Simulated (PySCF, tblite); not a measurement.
# C₅H₉B: excited states, first hyperpolarisability

What do calculations give for the excited states, first hyperpolarisability of C₅H₉B (`C=C=CB(C)C`)?

Programs: tblite 0.8.0 and PySCF 2.14.0, with routines of our own; each step states its level. All values are computed. Atoms count from 0.

### 1 The system as given

15 atoms, charge 0, multiplicity 1; geometry from: force field or distance geometry start.

### 2 Optimising the geometry with GFN2-xTB

The job: settings as JSON, then the geometry in Å.

```
{"job": {"kind": "relax", "xc": "GFN2-xTB", "basis": "xTB"}, "charge": 0, "multiplicity": 1}
C      2.682500     0.068900    -0.447500
C      1.649400     0.069000     0.370900
C      0.639600     0.052900     1.185300
B     -0.763400     0.011000     0.489300
C     -1.478500     1.288800    -0.092800
C     -1.108100    -1.370000    -0.248600
H      3.007000     1.033200    -0.764800
H      3.063100    -0.876600    -0.711500
H      0.825400     0.083100     2.224900
H     -2.568700     1.056100    -0.122600
H     -1.250800     2.202800     0.470000
H     -1.160300     1.344500    -1.161000
H     -0.343800    -1.521000    -1.019100
H     -2.108500    -1.235600    -0.679100
H     -1.089300    -2.199000     0.484600
```

Command:

```
$ OMP_NUM_THREADS=1 python excited_run.py task.json out
```

The driver reads the jobs from task.json and runs them one after another.

The program printed:

```text
step      E/eV     max force
  0    -446.70320    2.545
  1    -446.82934    2.702
  2    -446.90552    2.163
  3    -446.97599    0.441
  4    -447.00468    0.343
  5    -447.02499    0.423
  6    -447.04869    0.302
  7    -447.06164    0.245
  8    -447.06955    0.215
  9    -447.07475    0.243
 10    -447.07963    0.234
 11    -447.08511    0.240
 12    -447.09167    0.240
 13    -447.09874    0.191
 14    -447.10516    0.164
 15    -447.11074    0.201
 16    -447.11694    0.236
 17    -447.12379    0.261
 18    -447.12974    0.231
 19    -447.13431    0.182
 20    -447.13816    0.157
 21    -447.14187    0.173
 22    -447.14501    0.123
 23    -447.14745    0.111
 24    -447.15004    0.136
 25    -447.15352    0.178
 26    -447.15695    0.162
 27    -447.15919    0.094
 28    -447.16090    0.112
 29    -447.16305    0.160
 30    -447.16629    0.232
 31    -447.17091    0.260
 32    -447.17591    0.188
 33    -447.17990    0.137
 34    -447.18284    0.134
 35    -447.18593    0.157
 36    -447.18894    0.131
 37    -447.19100    0.160
 38    -447.19213    0.089
 39    -447.19303    0.088
 40    -447.19399    0.085
 41    -447.19654    0.162
 42    -447.19829    0.210
 43    -447.20014    0.151
 44    -447.20138    0.092
 45    -447.20264    0.094
 46    -447.20368    0.141
 47    -447.20461    0.176
 48    -447.20540    0.074
 49    -447.20607    0.057
 50    -447.20665    0.089
 51    -447.20718    0.101
 52    -447.20783    0.085
 53    -447.20881    0.086
 54    -447.21037    0.113
 55    -447.21242    0.142
 56    -447.21450    0.158
 57    -447.21653    0.142
 58    -447.21941    0.157
 59    -447.22439    0.218
 60    -447.23180    0.263
 61    -447.23834    0.296
 62    -447.23831    0.312
 63    -447.25048    0.228
 64    -447.25623    0.222
 65    -447.26848    0.294
 66    -447.28169    0.276
 67    -447.29265    0.449
 68    -447.30919    0.357
 69    -447.32028    0.377
 70    -447.32634    0.266
 71    -447.33037    0.154
 72    -447.33258    0.177
 73    -447.33560    0.173
 74    -447.33734    0.136
 75    -447.33918    0.109
 76    -447.34086    0.095
 77    -447.34283    0.093
 78    -447.34452    0.090
 79    -447.34599    0.098
 80    -447.34714    0.074
 81    -447.34810    0.070
 82    -447.34900    0.067
 83    -447.35019    0.124
 84    -447.35184    0.105
 85    -447.35387    0.152
 86    -447.35521    0.140
 87    -447.35684    0.118
 88    -447.35798    0.086
 89    -447.35991    0.113
 90    -447.36092    0.096
 91    -447.36183    0.091
 92    -447.36211    0.048
 93    -447.36229    0.073
 94    -447.36249    0.052
 95    -447.36296    0.050
 96    -447.36339    0.049
 97    -447.36374    0.043
 98    -447.36399    0.038
 99    -447.36418    0.025
100    -447.36432    0.022
101    -447.36441    0.016
102    -447.36446    0.020
103    -447.36450    0.014
104    -447.36455    0.015
105    -447.36459    0.011
106    -447.36461    0.011
107    -447.36462    0.009
```

It took 0.4 s on 1 thread of Arm Neoverse V2, shared host.

The steps of the relaxation: (not every step is listed)

```tsv
step	energy from step 0 (eV)	largest force (eV/Å)
0	0.0000	2.5448
1	-0.1261	2.7023
2	-0.2023	2.1634
3	-0.2728	0.4410
4	-0.3015	0.3434
5	-0.3218	0.4233
6	-0.3455	0.3023
7	-0.3584	0.2450
8	-0.3664	0.2151
17	-0.4206	0.2611
26	-0.4538	0.1618
35	-0.4827	0.1571
44	-0.4982	0.0916
53	-0.5056	0.0856
62	-0.5351	0.3115
71	-0.6272	0.1541
80	-0.6439	0.0735
89	-0.6567	0.1127
98	-0.6608	0.0383
102	-0.6613	0.0200
103	-0.6613	0.0145
104	-0.6614	0.0154
105	-0.6614	0.0114
106	-0.6614	0.0106
107	-0.6614	0.0092
```

Distances of close pairs at the start and the end, largest changes first:

```tsv
bond	before (Å)	after (Å)	change (Å)
C2–H8	1.057	1.086	+0.029
C4–H9	1.115	1.088	-0.027
C0–C1	1.318	1.292	-0.026
C0–H7	1.053	1.078	+0.025
C4–H11	1.116	1.091	-0.025
B3–C5	1.603	1.579	-0.025
C2–B3	1.567	1.547	-0.019
C5–H14	1.107	1.091	-0.016
```

The final coordinates are the input of the step that follows.

### 3 Infrared spectrum with GFN2-xTB

The job: settings as JSON, then the geometry in Å.

```
{"job": {"kind": "ir", "xc": "GFN2-xTB", "basis": "xTB"}, "charge": 0, "multiplicity": 1}
C      2.906784    -0.511535    -0.175037
C      1.839757     0.147889     0.136089
C      0.729845     0.772167     0.426278
B     -0.678506     0.220845     0.098938
C     -1.945470     1.087102     0.473791
C     -0.859670    -1.178358    -0.609057
H      3.404359    -0.371881    -1.121036
H      3.354652    -1.221252     0.501490
H      0.821975     1.729951     0.929444
H     -2.834259     0.488434     0.661095
H     -1.789271     1.738048     1.331760
H     -2.186245     1.739283    -0.367367
H      0.051917    -1.562895    -1.059627
H     -1.633149    -1.155397    -1.374726
H     -1.187130    -1.914412     0.126053
```

The program printed:

```text
mode    cm-1     km/mol
  1      34.9      1.02
  2      55.1      0.18
  3      80.2      1.25
  4     114.8      0.08
  5     277.2      0.35
  6     285.9      0.18
  7     298.8      0.43
  8     337.3      1.34
  9     469.0      2.80
 10     493.6      2.12
 11     697.4      1.52
 12     737.3      2.56
 13     821.5     49.10
 14     852.1     27.78
 15     863.7     60.92
 16     880.3     66.88
 17     886.4     30.58
 18     942.6      0.06
 19    1109.0     33.66
 20    1126.5    155.13
 21    1194.1    159.01
 22    1294.3    166.10
 23    1385.9     36.10
 24    1391.9     20.53
 25    1412.7     30.34
 26    1488.2      0.76
 27    1489.9      0.14
 28    1494.6      1.26
 29    1500.7      1.69
 30    2056.0    479.59
 31    2989.6     16.99
 32    2993.4     36.98
 33    2996.2     41.52
 34    3021.6     15.89
 35    3025.5     65.55
 36    3032.3     36.64
 37    3039.6     32.69
 38    3076.8     11.00
 39    3083.5     12.82
```

It took 0.26 s on 1 thread of Arm Neoverse V2, shared host.

Which atoms move in the most intense modes:

```tsv
cm⁻¹	km/mol	atoms
822	49.1	H7 37 %, H6 36 %, C0 19 %
864	60.9	H9 16 %, B3 15 %, H8 12 %, H13 11 %
880	66.9	H8 42 %, C2 13 %
1126	155.1	B3 54 %, C4 11 %
1194	159.0	B3 52 %, H8 27 %
1294	166.1	C2 31 %, H6 19 %, H7 19 %, H8 15 %
2056	479.6	C1 68 %, C0 17 %, C2 14 %
3026	65.5	H10 72 %, H13 14 %
```

### 4 Optimising the geometry at PBE0-D3(BJ)/def2-SVP

Settings changed since step 3:

```diff
@@ -1,2 +1,2 @@
-{"job": {"kind": "ir", "xc": "GFN2-xTB", "basis": "xTB"}, "charge": 0, "multiplicity": 1}
+{"job": {"xc": "PBE0", "basis": "def2-SVP", "d3": "d3bj", "grid": 1, "kind": "geom"}, "charge": 0, "multiplicity": 1}
 C      2.906784    -0.511535    -0.175037
```

The program printed:

```text
step   0  E = -220.32599429  max force = 0.011314
step   1  E = -220.32814548  max force = 0.001907
step   2  E = -220.32818082  max force = 0.000562
step   3  E = -220.32819921  max force = 0.000696
step   4  E = -220.32820844  max force = 0.000406
optimisation converged
```

Wall time 20 s (1 thread of Arm Neoverse V2, shared host); peak memory 0.63 GiB.

The steps of the relaxation:

```tsv
step	energy from step 0 (eV)	largest force component (eV/Å)
0	0.0000	0.5818
1	-0.0585	0.0981
2	-0.0595	0.0289
3	-0.0600	0.0358
4	-0.0603	0.0209
```

Close pairs (by a distance rule), those that changed most:

```tsv
bond	before (Å)	after (Å)	change (Å)
C0–H6	1.078	1.095	+0.017
C0–H7	1.078	1.095	+0.017
C4–H11	1.091	1.108	+0.017
C5–H14	1.091	1.106	+0.016
C2–B3	1.547	1.563	+0.015
C0–C1	1.292	1.306	+0.014
C5–H13	1.089	1.102	+0.014
C2–H8	1.086	1.099	+0.013
```

The end geometry stands in the next job.

```tsv
at the end point	value
point group (found at 0.08 Å tolerance)	C1
rotational constants (GHz, main isotopes)	7.048, 1.967, 1.585
dipole moment (D)	0.36
```

### 5 Excited states: TDA wB97X-D/def2-TZVP

The job: settings as JSON, then the geometry in Å.

```
{"job": {"kind": "states", "xc": "wB97X-D", "basis": "def2-TZVP", "tda": true, "soc": true, "nstates": 6, "ntriplets": 4, "nquad": 4}, "charge": 0, "multiplicity": 1}
C      2.911079    -0.650799    -0.159434
C      1.831525     0.004069     0.175526
C      0.718791     0.632264     0.495367
B     -0.689059     0.047009     0.151829
C     -1.965416     0.889735     0.523819
C     -0.841786    -1.343639    -0.564238
H      3.400766    -0.475940    -1.122690
H      3.358040    -1.385797     0.517348
H      0.816820     1.589357     1.026837
H     -2.872396     0.282726     0.666887
H     -1.828516     1.558318     1.387484
H     -2.167135     1.545176    -0.346215
H      0.085276    -1.753270    -0.990287
H     -1.623661    -1.315271    -1.340962
H     -1.209192    -2.063123     0.191721
```

Method: TDA wB97X-D/def2-TZVP excited states, vertical, gas phase, spin-orbit mean-field couplings.

The program printed:

```text
coarse grid: 12096 points
cycle   1  E = -220.7369206312  dE =  6.193e-01  |g| = 3.657e-01  |ddm| = 2.789e+00
cycle   2  E = -220.7598908735  dE = -2.297e-02  |g| = 2.583e-01  |ddm| = 5.857e-01
cycle   3  E = -220.7757801194  dE = -1.589e-02  |g| = 4.238e-02  |ddm| = 2.032e-01
cycle   4  E = -220.7761965328  dE = -4.164e-04  |g| = 2.819e-02  |ddm| = 6.592e-02
cycle   5  E = -220.7764042636  dE = -2.077e-04  |g| = 2.944e-03  |ddm| = 2.354e-02
cycle   6  E = -220.7764097024  dE = -5.439e-06  |g| = 1.719e-03  |ddm| = 7.115e-03
final grid: 115600 points
cycle   7  E = -220.7611495554  dE = -2.012e-04  |g| = 5.522e-03  |ddm| = 1.184e-01
cycle   8  E = -220.7611543913  dE = -4.836e-06  |g| = 3.441e-03  |ddm| = 1.206e-02
cycle   9  E = -220.7611570238  dE = -2.632e-06  |g| = 5.296e-04  |ddm| = 2.348e-03
cycle  10  E = -220.7611571268  dE = -1.030e-07  |g| = 2.213e-04  |ddm| = 1.252e-03
cycle  11  E = -220.7611571428  dE = -1.600e-08  |g| = 7.939e-05  |ddm| = 2.604e-04
cycle  12  E = -220.7611571458  dE = -3.016e-09  |g| = 2.737e-05  |ddm| = 1.546e-04
cycle  13  E = -220.7611571462  dE = -4.138e-10  |g| = 7.511e-06  |ddm| = 4.689e-05
converged SCF energy = -220.7611571462

Singlet excitations
state   eV       nm        f     d(h-e)  d(exc)  Lambda  PR(NTO)  |dmu|/D   mu/D   main configurations
  1   4.8480   255.7   0.00011   1.005   2.758   0.481   1.022    3.103    3.456   H->L 0.96
  2   6.1644   201.1   0.00035   1.119   2.771   0.408   1.014    4.282    3.958   H-2->L 0.94
  3   6.4009   193.7   0.40388   0.745   2.770   0.723   1.189    2.444    2.761   H-1->L 0.87
  4   6.4929   191.0   0.01529   0.873   2.537   0.495   1.084    2.358    2.000   H-1->L+1 0.91
  5   6.8358   181.4   0.00353   0.477   2.632   0.530   1.253                     H-3->L 0.86
  6   7.7543   159.9   0.59022   0.203   2.785   0.700   1.318                     H->L+1 0.70, H->L+2 0.11

Triplet excitations (Tamm-Dancoff)
state   eV     d(h-e)  d(exc)  Lambda  PR(NTO)   main configurations
  1   4.1447   0.257   2.341   0.733   1.044   H-1->L 0.90
  2   4.5156   0.942   2.712   0.481   1.022   H->L 0.95
  3   4.9094   0.136   2.154   0.773   1.046   H->L+1 0.87
  4   5.7988   0.983   2.667   0.407   1.010   H-2->L 0.91
S1 - T1 = 0.7033 eV

Spin-orbit couplings |<S|Hso|T>| (cm-1)
             T1       T2       T3       T4
S0        0.068    8.177    0.202    3.865
S1        1.298    0.170    6.839    2.777
S2        1.370    2.929    0.350    0.193
S3        0.916    1.294    0.383    1.948
S4        5.899    0.583    1.590    1.359
S5        6.028    1.680    3.533    6.357
S6        0.187    7.049    0.771    0.907
T1 sublevels (cm-1): 0.000 0.004 0.004   radiative rates (1/s): 0.117 0.00216 0.000354
```

Wall time 36 s (1 thread of Arm Neoverse V2, shared host); peak memory 0.93 GiB.

From this job:

```tsv
quantity	value
S1 less T1	0.70 eV
```

### 6 Excited states: TDDFT CAM-B3LYP/def2-SVPD

Settings changed since step 5:

```diff
@@ -1,2 +1,2 @@
-{"job": {"kind": "states", "xc": "wB97X-D", "basis": "def2-TZVP", "tda": true, "soc": true, "nstates": 6, "ntriplets": 4, "nquad": 4}, "charge": 0, "multiplicity": 1}
+{"job": {"kind": "states", "xc": "CAM-B3LYP", "basis": "def2-SVPD", "tpa": true, "nstates": 6, "nquad": 5, "ntriplets": 0}, "charge": 0, "multiplicity": 1}
 C      2.911079    -0.650799    -0.159434
```

With the program's defaults for keys left out, this is: TDDFT CAM-B3LYP/def2-SVPD excited states, vertical, gas phase, two-photon moments by quadratic response.

The program printed:

```text
coarse grid: 12096 points
cycle   1  E = -220.3755256963  dE =  5.419e-01  |g| = 3.895e-01  |ddm| = 8.720e+00
cycle   2  E = -220.3927341176  dE = -1.721e-02  |g| = 3.236e-01  |ddm| = 1.179e+00
cycle   3  E = -220.4193861049  dE = -2.665e-02  |g| = 5.045e-02  |ddm| = 5.313e-01
cycle   4  E = -220.4199070514  dE = -5.209e-04  |g| = 3.253e-02  |ddm| = 1.641e-01
cycle   5  E = -220.4201900537  dE = -2.830e-04  |g| = 3.356e-03  |ddm| = 7.221e-02
cycle   6  E = -220.4201941548  dE = -4.101e-06  |g| = 1.523e-03  |ddm| = 1.319e-02
final grid: 115600 points
cycle   7  E = -220.4665387311  dE = -3.105e-05  |g| = 3.511e-03  |ddm| = 1.335e-01
cycle   8  E = -220.4665397098  dE = -9.787e-07  |g| = 3.026e-03  |ddm| = 1.773e-02
cycle   9  E = -220.4665419866  dE = -2.277e-06  |g| = 2.995e-04  |ddm| = 4.975e-03
cycle  10  E = -220.4665420039  dE = -1.731e-08  |g| = 1.877e-04  |ddm| = 8.102e-04
cycle  11  E = -220.4665420126  dE = -8.694e-09  |g| = 2.572e-05  |ddm| = 3.564e-04
cycle  12  E = -220.4665420129  dE = -2.568e-10  |g| = 1.107e-05  |ddm| = 9.182e-05
converged SCF energy = -220.4665420129

Singlet excitations
state   eV       nm        f     d(h-e)  d(exc)  Lambda  PR(NTO)  |dmu|/D   mu/D   delta(TPA)   sigma/GM   main configurations
  1   4.8084   257.8   0.00016   1.022   2.775   0.473   1.029    3.150    3.536        0.07      0.001   H->L 0.96
  2   6.1272   202.4   0.00891   1.061   2.756   0.413   1.022    4.078    3.715        1.25      0.017   H-2->L 0.92
  3   6.1496   201.6   0.33994   0.739   2.770   0.710   1.232    2.404    2.756      160.43      2.223   H-1->L 0.92
  4   6.4335   192.7   0.00158   0.906   2.566   0.472   1.080    2.500    2.111        0.82      0.012   H-1->L+2 0.90
  5   6.7746   183.0   0.00302   0.465   2.633   0.521   1.255    1.537    1.235        1.43      0.024   H-3->L 0.85
  6   7.1394   173.7   0.01741   0.219   3.562   0.288   1.026                                            H->L+1 0.70, H->L+3 0.24
```

Run time: 31 s. Hardware: 1 thread of Arm Neoverse V2, shared host; peak memory 0.87 GiB.

### 7 First hyperpolarisability: quadratic response wB97X-D/def2-SVPD

Settings changed since step 6:

```diff
@@ -1,2 +1,2 @@
-{"job": {"kind": "states", "xc": "CAM-B3LYP", "basis": "def2-SVPD", "tpa": true, "nstates": 6, "nquad": 5, "ntriplets": 0}, "charge": 0, "multiplicity": 1}
+{"job": {"kind": "beta", "xc": "wB97X-D", "basis": "def2-SVPD", "wavelengths": [1550, 1064, 694.3]}, "charge": 0, "multiplicity": 1}
 C      2.911079    -0.650799    -0.159434
```

With the program's defaults for keys left out, this is: quadratic response wB97X-D/def2-SVPD first hyperpolarisability, Taylor convention, gas phase.

The program printed:

```text
coarse grid: 12096 points
cycle   1  E = -220.4607012749  dE =  5.820e-01  |g| = 3.402e-01  |ddm| = 7.510e+00
cycle   2  E = -220.4821858736  dE = -2.148e-02  |g| = 2.358e-01  |ddm| = 9.569e-01
cycle   3  E = -220.4961164560  dE = -1.393e-02  |g| = 4.175e-02  |ddm| = 4.471e-01
cycle   4  E = -220.4965598554  dE = -4.434e-04  |g| = 2.570e-02  |ddm| = 1.642e-01
cycle   5  E = -220.4967428072  dE = -1.830e-04  |g| = 2.706e-03  |ddm| = 6.426e-02
cycle   6  E = -220.4967474382  dE = -4.631e-06  |g| = 1.512e-03  |ddm| = 1.735e-02
final grid: 115600 points
cycle   7  E = -220.5328114987  dE = -9.892e-05  |g| = 3.872e-03  |ddm| = 2.361e-01
cycle   8  E = -220.5328145342  dE = -3.035e-06  |g| = 2.512e-03  |ddm| = 2.069e-02
cycle   9  E = -220.5328161072  dE = -1.573e-06  |g| = 5.572e-04  |ddm| = 5.473e-03
cycle  10  E = -220.5328161998  dE = -9.263e-08  |g| = 2.786e-04  |ddm| = 2.456e-03
cycle  11  E = -220.5328162258  dE = -2.601e-08  |g| = 6.617e-05  |ddm| = 5.660e-04
cycle  12  E = -220.5328162285  dE = -2.716e-09  |g| = 2.203e-05  |ddm| = 2.982e-04
cycle  13  E = -220.5328162289  dE = -3.627e-10  |g| = 6.410e-06  |ddm| = 1.108e-04
converged SCF energy = -220.5328162289

Lowest singlets (eV, f): 4.8404 0.0002  6.1426 0.0011  6.1784 0.3383

First hyperpolarisability (au)
process     nm      |vector|   parallel      HRS      DR
static         -      163.76      89.81      70.51   4.428
shg       1550.0      182.33     100.15      78.17   4.469
eope      1550.0      169.61      93.07          -       -
shg       1064.0      207.32     114.08      88.49   4.509
eope      1064.0      176.57      96.94          -       -
shg        694.3      301.78     166.96      127.6   4.579
eope       694.3      196.43     108.01          -       -
```

It took 26 s on 1 thread of Arm Neoverse V2, shared host; peak memory 0.85 GiB.

### 8 Summary of results

| quantity | value |
| --- | --- |
| strongest single infrared mode (GFN2-xTB) | 2056 cm⁻¹, 480 km/mol |
| zero-point energy (GFN2-xTB) | 76.2 kcal/mol |
| point group | C1 |
| rotational constants (main isotopes) | 7.05, 1.97, 1.58 GHz |
| S1 less T1 (step 5, TDA wB97X-D/def2-TZVP) | 0.70 eV |
| β vector (step 7, quadratic response wB97X-D/def2-SVPD) | static 164, SHG 1550.0 nm 182, SHG 1064.0 nm 207, SHG 694.3 nm 302 au |

In words: No mode is imaginary among the 39: a minimum at this level. The strongest single mode, at 2056 cm⁻¹, moves mainly C1. GFN2-xTB is a fitted tight-binding method: band positions and strengths are rough. Its intensities can rank the bands wrongly. Over 4 steps the energy fell by 0.060 eV; of the close pairs, C0–H6 changed most, 1.078 to 1.095 Å (PBE0/def2-SVP). In step 5, the number of triplets below S1 is 2, and the largest singlet-triplet spin-orbit coupling is S0–T2, 8.18 cm⁻¹. β grows from 164 au (static) to 302 au for doubling at 694.3 nm: normal dispersion, which grows as twice the photon energy moves toward the bright states.
